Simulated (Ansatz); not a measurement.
# TiHO+ (triplet): the correlation ladder, def2-TZVPP

The task here is to estimate one member of a computed series from the others.

Computed with Ansatz 0.2.0, Gaussian basis. Level: def2-TZVPP, core rule «outside noble gas», up to 10 orbitals frozen.

The runs, in order: UHF; ROHF; CCSD(T) on UHF.

2 further runs of the same task are left out: 2 set aside as unsound or not needed.

**The system**

The geometry is a PBE0/def2-TZVP stationary point (not a proven minimum) of the parent state, kept for this charge and spin.

3 atoms, charge 1, spin multiplicity 3.

Atoms are counted from 1 here; the program's logs count them from 0.

Bond lengths: Ti1–O2 1.726 Å, O2–H3 0.961 Å. Angles: Ti1–O2–H3 180.0°.

The first run:

The input, in.yaml:

```yaml
crystal:
  periodic: [false, false, false]
  atoms:
    - {symbol: Ti, position_ang: [0.000000, 0.000000, 1.471000]}
    - {symbol: O, position_ang: [0.000000, 0.000000, -0.255200]}
    - {symbol: H, position_ang: [0.000000, 0.000000, -1.215800]}
basis:
  gaussian: {orbitals: def2-TZVPP}
total_charge: 1
magnetization: {spin_polarized: true, initial_magnetization: 2}
hamiltonian: {xc: hf}
output: {orbitals: {seedname: orbitals}}
```

Run with:

```sh
$ ansatz run in.yaml --threads 1 --pin off --events-out ev --progress --plain --max-ram 4096MiB --backend cpu
```

Steps of the session up to this table: UHF; ROHF; CCSD(T) on UHF.

One of the session's tables, all rows but one given; the rest of the session is left out.

| method | from UCCSD(T) (meV) |
| --- | --- |
| ROHF | +8507.8 |
| UMP2 | ? |
| UCCSD | +378.9 |
| UCCSD(T) | 0 |

**Question.** Estimate the row for UMP2.

The run gave: from UCCSD(T) (meV): +516.6. In the column «from UCCSD(T) (meV)» it lies between UCCSD (+378.9) and ROHF (+8507.8).

Left out of the table: UHF (another determinant or state than the rows shown).

To keep in mind: Warnings: coupled cluster took another determinant than the lowest.
